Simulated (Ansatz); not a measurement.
# C₃H₉AlO: up Jacob's ladder to CCSD(T)

Aim: compute C₃H₉AlO with functionals from several rungs and with coupled cluster, and see how far each lands from CCSD(T) at the basis-set limit for the atomisation energy.

Method: functionals in def2-TZVPP, the program's frozen cores in correlated methods; program: Ansatz 0.2.0, Gaussian basis.

Plan: LDA (SPW92), PBE-D4, revPBE-D4, BLYP-D4, r2SCAN-D4, B97M-V, PBE0-D4, B3LYP-D4, r2SCANh-D4, r2SCAN0-D4, HSE06-D4, BHLYP-D4, CAM-B3LYP-D4, LC-ωPBE, ωB97X-V, ωB97M-V, B2PLYP, PBE-QIDH; CCSD(T)/def2-SVP; CCSD(T)/def2-TZVPP; MP2/def2-QZVPP; extrapolation to the limit; RPA on PBE.

## Step 1: The relaxed structure

All runs share one geometry, relaxed beforehand with PBE0-D4 in a triple-zeta def2 set.

SMILES `[CH3][Al]([CH3])[CH2]O`, 14 atoms, charge 0, spin multiplicity 1.

Atoms are counted from 1 here; the program's logs count them from 0.

Bond lengths: C1–Al2 1.960 Å, C1–H6 1.093 Å, C1–H7 1.096 Å, C1–H8 1.097 Å, Al2–C3 1.955 Å, Al2–C4 1.979 Å, C3–H9 1.093 Å, C3–H10 1.095 Å, C3–H11 1.096 Å, C4–O5 1.431 Å, C4–H12 1.104 Å, C4–H13 1.098 Å, O5–H14 0.959 Å. Angles: Al2–C1–H6 112.8°, Al2–C1–H7 111.5°, Al2–C1–H8 111.3°, H6–C1–H7 107.6°, H6–C1–H8 107.0°, H7–C1–H8 106.4°, C1–Al2–C3 122.4°, C1–Al2–C4 116.4°, C3–Al2–C4 121.2°, Al2–C3–H9 113.3°, Al2–C3–H10 111.2°, Al2–C3–H11 110.6°, H9–C3–H10 107.9°, H9–C3–H11 107.4°, H10–C3–H11 106.2°, Al2–C4–O5 115.6°, Al2–C4–H12 111.1°, Al2–C4–H13 108.7° and more.

## Step 2: LDA

This LDA is Slater exchange with PW92 correlation.

The input, in.yaml:

```yaml
crystal:
  periodic: [false, false, false]
  atoms:
    - {symbol: C, position_ang: [-1.584980, 0.934130, 0.457641]}
    - {symbol: Al, position_ang: [0.116373, -0.011948, 0.233789]}
    - {symbol: C, position_ang: [1.302244, -0.402979, 1.737569]}
    - {symbol: C, position_ang: [0.570427, -0.582002, -1.605803]}
    - {symbol: O, position_ang: [-0.263988, -0.052328, -2.641092]}
    - {symbol: H, position_ang: [-1.733421, 1.302286, 1.475955]}
    - {symbol: H, position_ang: [-1.658801, 1.792652, -0.218863]}
    - {symbol: H, position_ang: [-2.436368, 0.283050, 0.224790]}
    - {symbol: H, position_ang: [2.153353, -1.031567, 1.464281]}
    - {symbol: H, position_ang: [0.762096, -0.903020, 2.548521]}
    - {symbol: H, position_ang: [1.702350, 0.524300, 2.163428]}
    - {symbol: H, position_ang: [0.616739, -1.682039, -1.680648]}
    - {symbol: H, position_ang: [1.593356, -0.254214, -1.834233]}
    - {symbol: H, position_ang: [-1.152181, 0.054480, -2.296535]}
basis:
  gaussian: {orbitals: def2-TZVPP}
hamiltonian: {xc: lda}
output: {orbitals: {seedname: orbitals}}
```

Started as:

```
$ ansatz run in.yaml --threads 4 --pin off --events-out ev --progress --plain --max-ram 10444MiB
```

After this run come: PBE-D4 (GGA); revPBE-D4 (GGA); BLYP-D4 (GGA); r2SCAN-D4 (meta-GGA); B97M-V (meta-GGA); PBE0-D4 (hybrid); B3LYP-D4 (hybrid); r2SCANh-D4 (hybrid); r2SCAN0-D4 (hybrid); HSE06-D4 (hybrid); BHLYP-D4 (hybrid); CAM-B3LYP-D4 (range-separated); LC-ωPBE (range-separated); ωB97X-V (range-separated); ωB97M-V (range-separated); B2PLYP (double hybrid); PBE-QIDH (double hybrid); CCSD(T) in def2-SVP; CCSD(T) in def2-TZVPP; MP2 in def2-QZVPP; RPA on PBE orbitals.

**Question.** What will the summary of the whole plan be? Wanted: atomisation energy, CCSD(T)/CBS; farthest beyond LDA; mean size of error, GGA; mean size of error, meta-GGA; mean size of error, hybrid; mean size of error, range-separated; mean size of error, double hybrid; gap, smallest and largest; T1 diagnostic.

As calculated:

| quantity | value |
| --- | --- |
| atomisation energy, CCSD(T)/CBS | 5097.0 kJ/mol |
| functionals within 25.5 kJ/mol (0.5 %) | r2SCAN-D4, B97M-V, PBE0-D4, B3LYP-D4, r2SCANh-D4, HSE06-D4, CAM-B3LYP-D4, LC-ωPBE, ωB97X-V, ωB97M-V |
| farthest beyond LDA | BHLYP-D4 (-134.9 kJ/mol) |
| mean size of error, GGA | 48.5 kJ/mol |
| mean size of error, meta-GGA | 7.6 kJ/mol |
| mean size of error, hybrid | 35.8 kJ/mol |
| mean size of error, range-separated | 10.4 kJ/mol |
| mean size of error, double hybrid | 48.4 kJ/mol |
| gap, smallest and largest | 3.93 eV (LDA (SPW92)), 11.03 eV (LC-ωPBE) |
| T1 diagnostic | 0.0101 |
| triples share of the correlation energy | 3.6 % |

**Reading.** The LDA atomisation energy is off by 669.8 kJ/mol (13 %): it overbinds. PBE-D4 misses by +66.8 kJ/mol. Double hybrids carry the basis error of their MP2 part in triple zeta, and no dispersion term here, so their miss is partly the set-up's. The rungs meta-GGA, range-separated miss on average by less than the doubt on the reference (25.5 kJ/mol), so they tie. Misses under about 25.5 kJ/mol are within the doubt on the reference itself, which lacks core-valence correlation, relativity and higher excitations. Hartree-Fock recovers 74 % of the binding; the rest is correlation. CCSD(T) in def2-SVP is off by -263.3 kJ/mol, so the small basis spoils what the method gains. The gap grows from 3.9 to 11.0 eV across the functionals, mostly with the share of exact exchange.
